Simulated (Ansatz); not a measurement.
# Cu(SH)2 (CuH₂S₂): the relaxed shape and its frontier levels

What does Cu(SH)2 (CuH₂S₂) look like as a doublet, and where do its frontier electrons sit?

Computed with Ansatz 0.2.0, Gaussian basis. Level: UKS PBE0-D4/def2-TZVP.

Plan: relaxation at PBE0-D4/def2-TZVP; a search for the lowest solution at PBE0-D4/def2-SVP; a single point at PBE0-D4/def2-TZVP.

### 1 Where the work starts

5 atoms, charge 0, spin multiplicity 2.

Atoms are counted from 1 here; the program's logs count them from 0.

Bond lengths: Cu1–S2 2.155 Å, Cu1–S4 2.157 Å, S2–H3 1.324 Å, S4–H5 1.326 Å. Angles: S2–Cu1–S4 179.9°, Cu1–S2–H3 97.9°, Cu1–S4–H5 98.0°.

Geometry (Å):

```
Cu    0.00273   -0.00131    0.00049
S    -0.03962    0.03214    2.15515
H     1.17674    0.51673    2.35472
S     0.03999   -0.03402   -2.15565
H    -1.17984   -0.51354   -2.35471
```

Formally the metal is d9. No spin-orbit coupling is included.

The start is a GFN2-xTB geometry.

### 2 Relaxation at PBE0-D4/def2-TZVP

The input, in.yaml:

```yaml
crystal:
  periodic: [false, false, false]
  atoms:
    - {symbol: Cu, position_ang: [0.002730, -0.001310, 0.000490]}
    - {symbol: S, position_ang: [-0.039620, 0.032140, 2.155150]}
    - {symbol: H, position_ang: [1.176740, 0.516730, 2.354720]}
    - {symbol: S, position_ang: [0.039990, -0.034020, -2.155650]}
    - {symbol: H, position_ang: [-1.179840, -0.513540, -2.354710]}
basis:
  gaussian: {orbitals: def2-TZVP}
magnetization: {spin_polarized: true, initial_magnetization: 1}
hamiltonian: {xc: pbe0, dispersion: d4}
scf: {lower_state_search: "off"}
output: {orbitals: {seedname: orbitals}}
relax: {f_tol: 0.02, max_steps: 100}
```

Command:

```sh
> ansatz run in.yaml --threads 4 --pin off --events-out ev --progress --plain --max-ram 3916MiB
```

Standard output, cut to the lines that bear on the results:

```text
Functional definition: PBE0
  name "PBE0"
  cite "Adamo & Barone, J. Chem. Phys. 110, 6158 (1999) doi:10.1063/1.478522"
  cite "Perdew, Burke & Ernzerhof, Phys. Rev. Lett. 77, 3865 (1996) doi:10.1103/PhysRevLett.77.3865"
  parent pbe
[...]
1082 factors; integrals over basis functions are off by at most 4.2e-4 eV
[...]
mean field -66331.90869476 eV, -2437.6526831499 hartree, gradient 9.0e-7 eV, S^2 0.758535; 0 other end points of the search recorded, 0 dependent functions left out
[...]
reference -66331.90872408 eV, -2437.6526842274 hartree; 32, 31 occupied and 99, 100 virtual orbitals, 1082 factors
relax step   1: F+E_penalty+E_count = -66332.00327690 eV  Δ(F+E_penalty+E_count) = +0.000e0 eV  max|allowed force component| = 5.727e-1 eV/Å  Δτ_max = 0.0000 Å  (21 SCF iters, accepted)
[...]
relax step   3: F+E_penalty+E_count = -66332.03899417 eV  Δ(F+E_penalty+E_count) = -4.009e-3 eV  max|allowed force component| = 7.323e-2 eV/Å  Δτ_max = 0.0436 Å  (29 SCF iters, accepted)
[...]
relax step   4: F+E_penalty+E_count = -66332.04034836 eV  Δ(F+E_penalty+E_count) = -1.354e-3 eV  max|allowed force component| = 3.333e-3 eV/Å  Δτ_max = 0.0286 Å  (29 SCF iters, accepted)
Total energy: -66332.04037763 eV, -2437.6575224060 hartree
Atom 0 at     0.002208    -0.005284     0.000078 Å, force    -0.000592     0.000871    -0.000029 eV/Å
Atom 1 at    -0.071062     0.017152     2.114124 Å, force    -0.003281     0.001078     0.000044 eV/Å
Atom 2 at     1.168873     0.515471     2.277491 Å, force     0.002956    -0.001773    -0.000766 eV/Å
Atom 3 at     0.072836    -0.021819    -2.114113 Å, force     0.002036     0.003157    -0.000146 eV/Å
Atom 4 at    -1.172855    -0.505520    -2.277580 Å, force    -0.001119    -0.003333     0.000896 eV/Å
Dipole moment:    -0.000245     0.000737     0.000010 e Å
Checks for a lower state left out: stability, starts, cluster_reference, orbital_swaps, neighbouring_geometries, increment
```

Wall time 11 s (4 threads of Arm Neoverse V1, shared host).

Along the way:

```
step  energy from step 1 (eV)  largest force component (eV/Å)
   1                   0.0000                          0.5727
   2                  -0.0317                          0.2411
   3                  -0.0357                          0.0732
   4                  -0.0371                          0.0033
```

Distances of close pairs at the start and the end, largest changes first:

```
  bond  before (Å)  after (Å)  change (Å)
Cu1–S4       2.157      2.115      -0.041
Cu1–S2       2.155      2.115      -0.040
 S2–H3       1.324      1.346      +0.022
 S4–H5       1.326      1.346      +0.021
```

Bonds by kind at the end (by distance):

```
bond  count  shortest (Å)  longest (Å)
Cu–S      2         2.115        2.115
 H–S      2         1.346        1.346
```

### 3 Searching for the lowest solution, PBE0-D4/def2-SVP

start.molden holds the orbitals of an earlier run on this state, given as this run's starting guess.

The input, in.yaml:

```yaml
crystal:
  periodic: [false, false, false]
  atoms:
    - {symbol: Cu, position_ang: [0.002208, -0.005284, 0.000078]}
    - {symbol: S, position_ang: [-0.071062, 0.017152, 2.114124]}
    - {symbol: H, position_ang: [1.168873, 0.515471, 2.277491]}
    - {symbol: S, position_ang: [0.072836, -0.021819, -2.114113]}
    - {symbol: H, position_ang: [-1.172855, -0.505520, -2.277580]}
basis:
  gaussian: {orbitals: def2-SVP, initial_orbitals: start.molden}
magnetization: {spin_polarized: true, initial_magnetization: 1}
hamiltonian: {xc: pbe0, dispersion: d4}
output: {orbitals: {seedname: orbitals}}
```

The command is unchanged.

Standard output, cut to the lines that bear on the results:

```text
Functional definition: PBE0
  name "PBE0"
  cite "Adamo & Barone, J. Chem. Phys. 110, 6158 (1999) doi:10.1063/1.478522"
  cite "Perdew, Burke & Ernzerhof, Phys. Rev. Lett. 77, 3865 (1996) doi:10.1103/PhysRevLett.77.3865"
  parent pbe
[...]
772 factors; integrals over basis functions are off by at most 1.1e-3 eV
[...]
mean field -66317.75352513 eV, -2437.1324902608 hartree, gradient 2.3e-5 eV, S^2 0.755451; 3 other end points of the search recorded, 0 dependent functions left out
reference -66317.75356711 eV, -2437.1324918033 hartree; 32, 31 occupied and 45, 46 virtual orbitals, 772 factors
Total energy: -66317.84987521 eV, -2437.1360310608 hartree
```

It took 2.8 s on 4 threads of Arm Neoverse V1, shared host.

Report: HOMO -6.93 eV, LUMO -4.65 eV (over both spins); ⟨S²⟩ 0.755 (pure: 0.75).

### 4 Single point, PBE0-D4/def2-TZVP

Changes to in.yaml since step 3:

```diff
@@ -9,5 +9,6 @@
 basis:
-  gaussian: {orbitals: def2-SVP, initial_orbitals: start.molden}
+  gaussian: {orbitals: def2-TZVP, initial_orbitals: start.molden}
 magnetization: {spin_polarized: true, initial_magnetization: 1}
 hamiltonian: {xc: pbe0, dispersion: d4}
+scf: {omitted_lower_state_checks: [starts]}
 output: {orbitals: {seedname: orbitals}}
```

The command is unchanged.

Standard output, cut to the lines that bear on the results:

```text
Functional definition: PBE0
  name "PBE0"
  cite "Adamo & Barone, J. Chem. Phys. 110, 6158 (1999) doi:10.1063/1.478522"
  cite "Perdew, Burke & Ernzerhof, Phys. Rev. Lett. 77, 3865 (1996) doi:10.1103/PhysRevLett.77.3865"
  parent pbe
[...]
1007 factors; integrals over basis functions are off by at most 9.9e-4 eV
[...]
mean field -66331.94403225 eV, -2437.6539817787 hartree, gradient 4.3e-5 eV, S^2 0.758619; 0 other end points of the search recorded, 0 dependent functions left out
reference -66331.94406151 eV, -2437.6539828540 hartree; 32, 31 occupied and 99, 100 virtual orbitals, 1007 factors
Total energy: -66332.04036962 eV, -2437.6575221115 hartree
Checks for a lower state left out: starts
```

It took 3.3 s on 4 threads of Arm Neoverse V1, shared host.

HOMO -7.12 eV, LUMO -4.83 eV (over both spins); ⟨S²⟩ 0.759 (pure: 0.75).

Mulliken charges, from this run's orbitals:

```
atom  value (e)
 Cu1       0.21
  S2      -0.28
  H3       0.18
  S4      -0.28
  H5       0.18
```

Mulliken spin populations:

```
atom  value (e)
 Cu1       0.24
  S2       0.39
  H3      -0.01
  S4       0.39
  H5      -0.01
```

Largest Mayer bond orders: Cu1–S2 1.09; Cu1–S4 1.09; S2–H3 0.94; S4–H5 0.94; S2–S4 0.26.

### 5 Summary of results

| quantity | value |
| --- | --- |
| point group | C2h |
| near neighbours of the metal | S 2.12, S 2.12 Å |
| HOMO, LUMO at PBE0-D4/def2-TZVP (over both spins) | -7.12, -4.83 eV |
| ⟨S²⟩ | 0.759 |
| charge on the metal (Mulliken, PBE0-D4/def2-TZVP) | +0.21 e |
| spin on the metal (Mulliken) | 0.24 |
| dipole at PBE0-D4/def2-TZVP | 0.00 D |

**Reading.** The molecule keeps its bonding pattern by the stored test; the atoms moved 0.06 Å (rms). Of 1 unpaired electron, 0.24 sit on the metal by Mulliken's count: the rest is spread on the ligands. The Mulliken charge of the metal, +0.21 e, depends on the basis and isn't its oxidation state. No usable vibrations, so a minimum isn't proven. Whether this spin is the lowest isn't tested here.
